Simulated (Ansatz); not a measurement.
# La2Fe2S2O3: the cost of one run

Method: DFT PBE, scalar-relativistic, plane waves, PAW, in Ansatz 0.2.0.

Spin polarisation is switched off on purpose; where the compound carries moments, volume, stiffness and gap are then not the real material's.

## (1) Starting point

The structure is tetragonal, space group I4/mmm (No. 139). The conventional cell has a = 3.935 Å, b = 3.935 Å, c = 17.215 Å, α = 90.00°, β = 90.00°, γ = 90.00°. La (site symmetry 4mm) is surrounded by 4 O at 2.36 Å. Fe (site symmetry mmm) is surrounded by 2 O at 1.97 Å and 4 S at 2.43 Å. S (site symmetry 4mm) has 4 Fe at 2.43 Å as nearest neighbours. Around O (site symmetry -4m2) lie 4 La at 2.36 Å. O (site symmetry 4/mmm) has 4 Fe at 1.97 Å as nearest neighbours.

Structure file:

```xyz
9
Lattice="-1.9677 1.9677 8.6073 1.9677 -1.9677 8.6073 1.9677 1.9677 -8.6073" Properties=species:S:1:pos:R:3 pbc="T T T"
La    0.0000    0.0000    3.0081
La    0.0000    0.0000   14.2065
Fe    0.0000    1.9677    0.0000
Fe    1.9677    0.0000    0.0000
S     0.0000    0.0000    7.1837
S     0.0000    0.0000   10.0308
O     0.0000    1.9677    4.3036
O     1.9677    0.0000    4.3036
O     0.0000    0.0000    0.0000
```

An earlier run at PBE left this cell at 14.811 Å³/atom and -0.01 GPa (10×10×10 mesh).

Volume factors to run: 0.980, 1.020, 0.960, 1.040.

## (2) At 0.980 of the relaxed volume

Input file input.yaml:

```yaml
crystal:
  lattice:
    - [-1.9544689567, 1.9544689567, 8.549494716]
    - [1.9544689567, -1.9544689567, 8.549494716]
    - [1.9544689567, 1.9544689567, -8.549494716]
  atoms:
    - { symbol: La, position: [0.1747403191, 0.1747403191, 0.0] }
    - { symbol: La, position: [0.8252596809, 0.8252596809, 0.0] }
    - { symbol: Fe, position: [0.5, 0.0, 0.5] }
    - { symbol: Fe, position: [0.0, 0.5, 0.5] }
    - { symbol: S, position: [0.417306472, 0.417306472, 0.0] }
    - { symbol: S, position: [0.582693528, 0.582693528, 0.0] }
    - { symbol: O, position: [0.75, 0.25, 0.5] }
    - { symbol: O, position: [0.25, 0.75, 0.5] }
    - { symbol: O, position: [0.0, 0.0, 0.0] }
basis:
  ecutwfc: 420
  ecutrho_ratio: 4
kpoints:
  mp_grid: { grid: [10, 10, 10] }
hamiltonian:
  xc: pbe
scf:
  occupations: { method: gaussian, width: 0.05 }
output:
  forces: true
  stress: true
  eigenvalues: true
relax:
  f_tol: 0.01
  max_steps: 40
  cell: { stress_tol: 0.1, fix: [volume] }
```

Launch:

```bash
ansatz run input.yaml --threads 2 --pin off --max-ram 5120MiB --backend cpu --events-out ev --progress --plain --runs-dir out
```

Q: Estimate wall time and peak memory on 2 threads of Intel Xeon at 2.50GHz (Skylake/Cascade Lake), shared host.

About 4.7 min, with a peak of 0.84 GiB.
